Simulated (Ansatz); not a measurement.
CsAuF₃, space group Pm-3m, a charge-density difference against the sublattices

Computed with Ansatz's Python interface.

Script `drho.py`:
```python
# -*- coding: utf-8 -*-
"""Density of CsAuF3 less that of its sublattices."""

import ansatz as az
import numpy as np

vectors0 = np.array([
    [4.567677, 0.0, 0.0],
    [0.0, 4.567677, 0.0],
    [0.0, 0.0, 4.567677],
])
sites = [
    ("Cs", (0.5, 0.5, 0.5)),
    ("Au", (0.0, 0.0, 0.0)),
    ("F", (0.0, 0.0, 0.5)),
    ("F", (0.5, 0.0, 0.0)),
    ("F", (0.0, 0.5, 0.0)),
]


def crystal_on(cell):
    crystal = az.Crystal(lattice=az.Lattice.of(cell))
    for symbol, position in sites:
        crystal = crystal.atom(symbol, position)
    return crystal


def main():
    # one cutoff and one grid for all runs, so that the fields can be subtracted
    def solve(crystal):
        return (
            crystal.calculation()
            .functional("pbesol")
            .occupations(az.OccupationsMethod.COLD, width=0.1)
            .basis(460, grid_basis="typed")
            .kpoints(5, 5, 5)
            .density()
            .run(threads=1)
        )


    whole = solve(crystal_on(vectors0))
    difference = whole.density().channels[0].density_e_per_ang3.copy()
    binding = whole.report["free_energy_ev"]
    for element in ["Cs", "Au", "F"]:
        part = az.Crystal(lattice=az.Lattice.of(vectors0))
        for symbol, position in sites:
            if symbol == element:
                part = part.atom(symbol, position)
        alone = solve(part)
        difference -= alone.density().channels[0].density_e_per_ang3
        binding -= alone.report["free_energy_ev"]
        print(f"{element} sublattice: {alone.report['n_electrons']:g} electrons, {alone.report['n_iterations']} iterations")

    voxel = abs(np.linalg.det(vectors0)) / difference.size
    print(f"energy of the crystal less its unpolarised sublattices: {binding / len(sites):.4f} eV/atom")
    print(f"net charge of the difference {difference.sum() * voxel:.5f} e, charge rearranged {0.5 * np.abs(difference).sum() * voxel:.3f} e")
    print(f"extremes {difference.min():.4f} and {difference.max():.4f} e/A^3")
    for (symbol, position) in sites:
        index = tuple(int(round(p * n)) % n for p, n in zip(position, difference.shape))
        print(f"  change of the pseudo-density at the grid point nearest {symbol}: {difference[index]:+.4f} e/A^3")


if __name__ == "__main__":
    main()
```

Output of `python drho.py`:
```text
Cs sublattice: 9 electrons, 4 iterations
Au sublattice: 19 electrons, 6 iterations
F sublattice: 21 electrons, 7 iterations
energy of the crystal less its unpolarised sublattices: -3.3682 eV/atom
net charge of the difference -0.00000 e, charge rearranged 0.981 e
extremes -0.5545 and 0.4022 e/A^3
  change of the pseudo-density at the grid point nearest Cs: -0.0118 e/A^3
  change of the pseudo-density at the grid point nearest Au: -0.1362 e/A^3
  change of the pseudo-density at the grid point nearest F: +0.0511 e/A^3
  change of the pseudo-density at the grid point nearest F: +0.0511 e/A^3
  change of the pseudo-density at the grid point nearest F: +0.0511 e/A^3
```

Notes:
- The cell holds an odd number of electrons and is run without spin, so a magnetic state may lie lower.
- The mesh is modest for a metal, so energies can be off by several to tens of meV an atom and pressures by half a GPa or more; differences at equal mesh fare better.
- Spin-orbit coupling, which matters for elements this heavy, is left out.
- Grid values close to the nuclei reflect the PAW or pseudopotential construction, not the all-electron fields.
- This cell is a computed structure, which may not be the phase found in nature.
- Charge moved counts every rearrangement, bonding and polarisation too, and is no transfer between atoms; the bare sublattices are artificial references. Values near the nuclei depend on the potentials.
- It ran for 4.9 s on 1 thread of Arm Neoverse V1, on a shared host, peak memory 0.41 GiB.
